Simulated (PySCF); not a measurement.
# The bond of BeBr−, level by level

The task here is to estimate one member of a computed series from the others.

Computed with PySCF 2.14.0. Level: Be def2-SVPD, Br def2-SVPD, no relativity.

1 further run of the same task is left out (set aside as unsound or not needed).

The first run:

Settings of the job:

```
atoms                         : Be, Br
charge                        : -1
basis                         : Be def2-SVPD, Br def2-SVPD
Hamiltonian                   : no relativity
basis functions               : 53
electrons treated             : 40
masses in u                   : 9.0122, 78.9183
levels                        : PBE0, PBE, r²SCAN, LDA, PBEsol, B3LYP, CAM-B3LYP, HF, MP2, SCS-MP2, CCSD, CCSD(T)
grid                          : 80 radial by 434 angular points
occupations                   : held fixed by the projection of orbital angular momentum
dissociation limit            : Be + Br−, each in its ground configuration
starting distance in angstrom : 2.175
values of 2S to try           : 0, 2
```

Command:

```sh
OMP_NUM_THREADS=1 python dia.py task.json out
```

Among the steps run: The job; First curve: PBE0; PBE (GGA); r²SCAN; LDA (local density); PBEsol (GGA); B3LYP (global hybrid GGA); CAM-B3LYP (range-separated hybrid); RHF (mean field); MP2 and coupled cluster.

One of the session's tables, all rows but one given; the rest of the session is left out.

It belongs to the step «Constants by level of theory». 

| level | Re (Å) | ωe (cm⁻¹) | De (eV) |
| --- | --- | --- | --- |
| RHF | 2.268 | 347 | 0.75 |
| RHF-MP2 | 2.255 | 355 | 0.88 |
| RHF-SCS-MP2 | 2.267 | 345 | 0.80 |
| RHF-CCSD | 2.291 | 326 | 0.65 |
| RHF-CCSD(T) | 2.289 | 329 | 0.69 |
| LDA | 2.181 | 407 | 1.49 |
| PBE | 2.239 | 368 | 1.22 |
| PBEsol | 2.218 | 385 | 1.34 |
| r²SCAN | 2.230 | 379 | 1.23 |
| B3LYP | 2.238 | 363 | 1.01 |
| PBE0 | 2.229 | 376 | 1.17 |
| CAM-B3LYP | ? | ? | ? |

Estimate the missing values for CAM-B3LYP.

**Answer.** Re (Å): 2.221; ωe (cm⁻¹): 373; De (eV): 1.00. In the column «Re (Å)» it lies between PBEsol (2.218) and PBE0 (2.229).

De is counted to Be + Br− in their ground configurations.
